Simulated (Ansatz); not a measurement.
Working through a ladder of methods at one geometry of CClFI2, SMILES FC(Cl)(I)I

Program: Ansatz 0.2.0 through its Python package.

Input file `cclfi2.xyz`:
```text
5

F     1.25630   -0.77000   -0.43960
C     0.08950   -0.09780    0.00260
Cl   -0.38570   -0.76160    1.56480
I    -1.39120   -0.37750   -1.34680
I     0.48090    1.93330    0.17750
```

Run as a notebook:

```python
from pathlib import Path
import warnings

import ansatz as az
import numpy as np

warnings.simplefilter("ignore", az.DeckWarning)
```

```python
system = az.Crystal.molecule_from_extxyz("cclfi2.xyz")
```

```python
base = system.calculation().basis(gaussian="def2-SVP")
```

```python
print("functional    E (Ha)        dipole (D)   HOMO (eV)  LUMO (eV)")
for name in ["lda", "r2scan0", "revpbe", "pbe", "r2scan", "lc_wpbe"]:
    summary = base.functional(name).forces().orbitals().run(threads=1, pin="off", runs_dir="runs").report
    lines = Path(summary["orbitals_path"]).read_text().splitlines()
    field_of = lambda key: [line.split("=")[1].strip() for line in lines if line.startswith(key)]
    orbitals = [(27.211386 * float(e), s, float(n)) for e, s, n in zip(field_of("Ene="), field_of("Spin="), field_of("Occup="))]
    homo = max(e for e, _, n in orbitals if n > 0.5)
    lumo = min(e for e, _, n in orbitals if n < 0.5)
    dipole = 4.803205 * np.linalg.norm(summary["charge_distribution"]["dipole_moment_e_ang"])
    print(f"{name:10s} {summary['free_energy_ev'] / 27.211386246:14.6f} {dipole:9.3f} {homo:11.3f} {lumo:10.3f}")
```

    functional    E (Ha)        dipole (D)   HOMO (eV)  LUMO (eV)
    lda          -1189.964649     1.116      -6.334     -3.073
    r2scan0      -1193.310261     1.370      -7.643     -2.118
    revpbe       -1193.201148     1.117      -6.152     -2.830
    pbe          -1192.901619     1.114      -6.190     -2.898
    r2scan       -1193.387738     1.224      -6.575     -2.902
    lc_wpbe      -1193.108491     1.359     -10.013      0.192

Total energies depend on the basis set; only differences at equal settings carry meaning. The geometry is a force-field or estimated start, not a minimum of this method, and the basis set is short of its limit. A lower total doesn't mark the better method: functionals have no common bound, and MP2 and coupled cluster aren't variational. def2 sets replace the cores of elements past krypton by effective core potentials. Levels such as HOMO and LUMO are orbital energies: with these approximate functionals they aren't the ionisation energy and electron affinity, and their gap isn't the fundamental gap. Hardware and time: 32 s on 1 thread of Arm Neoverse V2, with other jobs on the host, peak memory 0.34 GiB.
